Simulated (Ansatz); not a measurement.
# Cr: stress in a strained cell

Aim: deform Cr (equal xy, yz and zx engineering shear strains of +3 %) and compute stress, forces and field gradients with LAPW, PAW and all-electron datasets made for the crystal.

Method: DFT LDA, scalar-relativistic, in Ansatz 0.2.0.

### Step 1. The starting structure

Symmetry: Im-3m, No. 229, cubic system. Conventional cell: a = 2.884 Å, b = 2.884 Å, c = 2.884 Å, α = 90.00°, β = 90.00°, γ = 90.00°. Around Cr (site symmetry m-3m) lie 8 Cr at 2.50 Å.

As a file:

```cif
data_structure
_symmetry_space_group_name_H-M 'P 1'
_symmetry_Int_Tables_number 1
_cell_length_a 2.4975
_cell_length_b 2.4975
_cell_length_c 2.4975
_cell_angle_alpha 109.471
_cell_angle_beta 109.471
_cell_angle_gamma 109.471
_cell_volume 11.99
loop_
_atom_site_label
_atom_site_type_symbol
_atom_site_fract_x
_atom_site_fract_y
_atom_site_fract_z
_atom_site_occupancy
Cr1 Cr 0.00000 0.00000 0.00000 1
```

### Step 2. After the deformation

Space group Im-3m before, R-3m after.

### Step 3. LAPW, all electrons

Contents of input.yaml:

```yaml
crystal:
  lattice:
    - [-1.3986915, 1.44195, 1.44195]
    - [1.44195, -1.3986915, 1.44195]
    - [1.44195, 1.44195, -1.3986915]
  atoms:
    - { symbol: Cr, position: [0.0, 0.0, 0.0], spin: 3.0 }
magnetization:
  spin_polarized: true
kpoints:
  mp_grid: { grid: [18, 18, 18] }
  band_path:
    path:
      - [0.0, 0.0, 0.0]
      - [0.0, 0.0, 0.5]
      - [-0.5, 0.5, 0.5]
      - [-0.7422118581, 0.2577881419, 0.2577881419]
      - [0.2577881419, 0.2577881419, 0.2577881419]
      - [0.0, 0.0, 0.0]
      - [-0.5, 0.0, 0.5]
    npoints: 5
scf:
  occupations: { method: fermi_dirac, width: 0.08 }
hamiltonian:
  xc: lda
  pseudopotentials: { kind: all_electron, lapw: { basis_error: 0.001 } }
output:
  forces: true
  stress: true
  eigenvalues: true
```

On the command line:

```sh
ansatz run input.yaml --threads 1 --pin off --max-ram 3072MiB --backend cpu --events-out ev --progress --plain --runs-dir out
```

### Step 4. PAW with frozen cores

Contents of input.yaml:

```yaml
crystal:
  lattice:
    - [-1.3986915, 1.44195, 1.44195]
    - [1.44195, -1.3986915, 1.44195]
    - [1.44195, 1.44195, -1.3986915]
  atoms:
    - { symbol: Cr, position: [0.0, 0.0, 0.0], spin: 3.0 }
magnetization:
  spin_polarized: true
kpoints:
  mp_grid: { grid: [18, 18, 18] }
scf:
  occupations: { method: fermi_dirac, width: 0.08 }
hamiltonian:
  xc: lda
  pseudopotentials: { kind: paw }
output:
  forces: true
  stress: true
  eigenvalues: true
  efg: { contact_densities: true }
```

### Step 5. Datasets made for this crystal

Edit input.yaml of step 4 so:

```diff
@@ -15,3 +15,3 @@
   xc: lda
-  pseudopotentials: { kind: paw }
+  pseudopotentials: { kind: all_electron, datasets: crystal }
 output:
```

(Steps that only read results are left out.)

Before running it: what results should come out? Wanted: pressure; largest shear or deviatoric stress.

**Answer**, as computed:

| quantity | value |
| --- | --- |
| pressure | LAPW -24.01, PAW -24.04, crystal datasets -24.01 GPa |
| largest shear or deviatoric stress (LAPW) | 2.12 GPa |

The largest part of the stress beyond the pressure is 2.12 GPa in size. No run of the undeformed cell stands beside it, so the pressure holds what the given cell had before the change. PAW: stress within 0.03 GPa of LAPW. Crystal datasets: stress within 0.01 GPa of LAPW.
